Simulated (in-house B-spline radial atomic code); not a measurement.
# Mn⁷⁺: ionisation energy by several methods

One table from this session's results is given with a row withheld; the runs are named, their logs left out.

Program: in-house B-spline radial atomic code version 1. Level of theory: Dirac-Coulomb, several functionals; spherical all-electron atom at the radial basis limit. These are calculated values, not measurements, unless marked.

## The system

```
element       : manganese (Z = 25)
charge        : +7
electrons     : 18
configuration : [Ne] 3s2 3p6
nucleus       : Fermi, rms radius 3.706 fm
```

The outer shells:

[Ne] 3s2 3p6
```
[Ne] core
3s [↑↓]
3p [↑↓][↑↓][↑↓]
```

Set-up of the first run:

Settings, as recorded:

```ini
Z = 25
electrons = 18.0
configuration = [Ne] 3s2 3p6
hamiltonian = dirac
method = optx,lyp
spin_polarised = False
nucleus = fermi
rms_radius = 3.7057
mass_number = 55
atomic_mass = 54.93804304
speed_of_light = 137.035999084
```

Steps of the session up to this table: OLYP, a GGA; exchange-only LDA; RPBE, a GGA; PBE, a GGA; LDA (VWN5); BP86, a GGA.

One of the session's tables, all rows but one given; the rest of the session is left out.

```
           method  ΔSCF (eV)  with Breit, QED, recoil (eV)
exchange-only LDA          ?                             ?
       LDA (VWN5)     196.31                        196.25
             OLYP     196.93                        196.87
             RPBE     196.38                        196.32
              PBE     196.38                        196.32
             BP86     196.48                        196.42
```

**Question.** Estimate the row for exchange-only LDA.

**Answer.** ΔSCF (eV): 194.23; with Breit, QED, recoil (eV): 194.17. In the column «ΔSCF (eV)» it is the lowest.

Open shells are averaged (over orientations, and over spins where the run is restricted), while tables refer to the lowest levels. For the semilocal functionals minus the highest level recovers only 93 % of their own ΔSCF value, a mark of self-interaction.

Members of this set that are not shown: 8 used exact exchange with fractional occupations of an open shell, which is unsound here.
